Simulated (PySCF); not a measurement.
# CeFO (Ce(O)(F)+): the cost of one run

Program: PySCF 2.14.0. Level of theory: several levels, as the steps say, no spin–orbit coupling. These are calculated values, not measurements.

1 further run of the same task is left out (for a known fault of the program).

### 1 The starting structure

3 atoms, charge 1, spin multiplicity 1.

Bond lengths: Ce1–O2 1.710 Å, Ce1–F3 1.963 Å. Angles: O2–Ce1–F3 179.4°.

Coordinates:

```csv
atom,x (Å),y (Å),z (Å)
Ce1,0.05676,0.00000,0.36712
O2,1.76500,0.00000,0.28881
F3,-1.90517,0.00000,0.43751
```

Formal oxidation states: Ce +4. An earlier session relaxed this geometry at PBE0, Ce def2-SVP with ECP28, O def2-SVP, F def2-SVP (singlet, point group C∞v).

At PBE0 on the finer grid: E = -649.639888 Eh, HOMO -14.42 eV, LUMO -8.36 eV, Mulliken charge on Ce1 +1.32 e, largest force component 0.013 eV/Å. 

Levels to run: TPSSh; revPBE; PBE0, TZVP. Hardware: 2 threads of Intel Xeon Platinum 8559C (Emerald Rapids), shared host.

### 2 TPSSh

Contents of run.py (the lines that set the calculation):

```python
mol = gto.M(atom='''
Ce     0.05676     0.00000     0.36712
O      1.76500     0.00000     0.28881
F     -1.90517     0.00000     0.43751''',
    basis={'Ce': 'def2-SVP', 'O': 'def2-SVP', 'F': 'def2-SVP'},
    ecp={'Ce': 'def2-SVP'},
    charge=1, spin=0)
mf = dft.RKS(mol, xc='TPSSH')
mf.grids.atom_grid = (75, 302)  # f atoms: unpruned, at least (60, 302)
mf = mf.density_fit()  # fitting sets: Ce def2-universal-JKFIT, O def2-universal-JKFIT, F def2-universal-JKFIT
mf.conv_tol = 1e-08; mf.max_cycle = 55
mf.kernel(dm0)  # dm0: the density of the relaxed state
```

Launch:

```bash
> OMP_NUM_THREADS=2 python run.py
```

**Question.** How long does this run take on 2 threads of Intel Xeon Platinum 8559C (Emerald Rapids), shared host?

About 5 s.
